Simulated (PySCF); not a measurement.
**CoF3: structure of the quintet**

Where does quintet CoF3 go from a trigonal pyramidal start, is the end point a minimum, and what are its modes, charges and moments?

Program: PySCF 2.14.0. Level of theory: PBE0, basis Co def2-SVP, F def2-SVP, no relativity, density fitting. These are calculated values, not measurements.

## Step 1: The system as given

4 atoms, charge 0, spin multiplicity 5.

Bond lengths: Co1–F2 1.750 Å, Co1–F3 1.750 Å, Co1–F4 1.750 Å. Angles: F2–Co1–F3 99.8°, F2–Co1–F4 99.8°, F3–Co1–F4 99.8°.

Z-matrix (Å, degrees; charge 0 multiplicity 5):
```
Co
F  1 1.7500
F  1 1.7500 2 99.75
F  1 1.7500 2 99.75 3 -101.77
```

## Step 2: Trigonal pyramidal start, quintet: relaxation

The steps below are one call of a driver around PySCF. For each, scf.py gives the equivalent set-up of the SCF; relaxations use the driver's own optimiser. Before each start the driver seeks the lowest SCF state from one or more starting densities and follows internal instabilities, so scf.py alone need not reach the same state.

The program finds C3v symmetry in the start, which this walk keeps.

Input file scf.py:

```python
from pyscf import gto, scf, dft
mol = gto.M(atom='''
Co     0.000000     0.000000    -0.403933
F      1.545152     0.000041     0.417667
F     -0.772612     1.338121     0.417667
F     -0.772540    -1.338162     0.417667''',
    basis={'Co': 'def2-SVP', 'F': 'def2-SVP'},
    charge=0, spin=4)
mf = dft.UKS(mol, xc='PBE0')
mf.grids.atom_grid = (50, 194)
aux = {'Co': 'def2-universal-JKFIT', 'F': 'def2-universal-JKFIT'}
mf = mf.density_fit(auxbasis=aux)
mf.kernel()
```

Further steps of the session: Frequencies.

Q: Predict the outcome of this session. Wanted: minimum; geometry; wavenumbers; dipole moment; highest occupied, lowest empty level; polar-tensor charge of Co1; zero-point energy; atomisation energy; ⟨S²⟩.

The runs gave:

| quantity | value |
| --- | --- |
| minimum | quintet, D3h |
| geometry | Co–F 1.724 Å (×3); F–Co–F 120.0° (×3) |
| wavenumbers (cm⁻¹) | 134 (a2''), 155 (e'), 650 (a1'), 736 (e') |
| dipole moment | 0.00 D |
| highest occupied, lowest empty level (either spin) | -10.83, -5.26 eV |
| polar-tensor charge of Co1 | +1.68 e |
| zero-point energy | 15.4 kJ/mol |
| entropy at 298.15 K | 311.0 J/(mol K) |
| atomisation energy (no zero-point energy) | 1203 kJ/mol |
| ⟨S²⟩ | 6.010 |

In words: The trigonal pyramidal start (C3v) ends in a minimum of D3h symmetry. In the infrared the band at 736 cm⁻¹ (e', stretch) leads. Co1 has a polar-tensor charge of +1.7 e (a dipole derivative, not a static charge), yet symmetry cancels the bond dipoles. Most of the spin sits on Co1 (Mulliken spin 3.07, against 4 for the whole molecule). Other starts or spin states, not run here, may lie lower. One determinant may miss the lowest occupation of an open d or f shell.
